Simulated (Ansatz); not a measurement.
**AsF+ (quartet): wave-function methods side by side, cc-pVDZ**

One table from this session's results is given with a row withheld; the runs are named, their logs left out.

Method: cc-pVDZ, core rule «outside noble gas», up to 15 orbitals frozen; program: Ansatz 0.2.0, Gaussian basis.

The runs, in order: UHF; CCSD(T) on ROHF; CCSD(T) on UHF; BCCD(T) on ROHF; CISD; CCSDT(Q) on ROHF; CCSDT(Q) on UHF; CASSCF and MRCISD+Q, 11 electrons in 8 orbitals; CASSCF and NEVPT2, 11 electrons in 8 orbitals.

8 further runs of the same task are left out: 3 that didn't finish, 5 set aside as unsound or not needed.

## The system

The geometry is a PBE0/def2-TZVP stationary point (not a proven minimum). No spin-orbit coupling is included. The filled d shell of As may be among the frozen orbitals whatever the setting's name suggests; the logs give the count.

2 atoms, charge 1, spin multiplicity 4.

Atoms are counted from 1 here; the program's logs count them from 0.

Bond lengths: F1–As2 1.784 Å.

The first run:

in.yaml

```yaml
crystal:
  periodic: [false, false, false]
  atoms:
    - {symbol: F, position_ang: [0.000000, 0.000000, 0.000000]}
    - {symbol: As, position_ang: [0.000000, 0.000000, 1.784200]}
basis:
  gaussian: {orbitals: cc-pVDZ}
total_charge: 1
magnetization: {spin_polarized: true, initial_magnetization: 3}
hamiltonian: {xc: hf}
output: {orbitals: {seedname: orbitals}}
```

Command:

```
$ ansatz run in.yaml --threads 1 --pin off --events-out ev --progress --plain --max-ram 2393MiB
```

Among the steps run: UHF; CCSD(T) on ROHF; CCSD(T) on UHF; BCCD(T) on ROHF; CISD; CCSDT(Q) on ROHF; CCSDT(Q) on UHF; CASSCF and MRCISD+Q, 11 electrons in 8 orbitals; CASSCF and NEVPT2, 11 electrons in 8 orbitals.

One of the session's tables, all rows but one given; the rest of the session is left out.

It belongs to the step «Misses and costs». 

```
          method  from UCCSDT(Q) (kJ/mol)
             UHF                   +647.4
            RMP2                        ?
            UMP2                    +83.3
           RCCSD                    +20.1
           UCCSD                    +17.1
        RCCSD(T)                     +6.3
        UCCSD(T)                     +4.3
         BCCD(T)                     +6.0
          RCCSDT                     +3.7
          UCCSDT                     +1.8
       RCCSDT(Q)                     +1.8
       UCCSDT(Q)                        0
  CASSCF valence                   +566.3
  NEVPT2 valence                    +89.8
  MRCISD valence                    +37.1
MRCISD+Q valence                     +7.8
```

Estimate the missing values for RMP2.

As computed: from UCCSDT(Q) (kJ/mol): +78.9. In the column «from UCCSDT(Q) (kJ/mol)» it lies between MRCISD valence (+37.1) and UMP2 (+83.3).

Not comparable, so not listed: CISD (they don't share determinant, frozen orbitals or solution with the rows shown, or repeat one).

Caveats from the session: Left out of the table: ROHF (another determinant or state than the rows shown). Restricted and unrestricted rows rest on different reference determinants; where their highest levels disagree by more than a few hundredths of an eV, they describe different states and don't form one ladder.
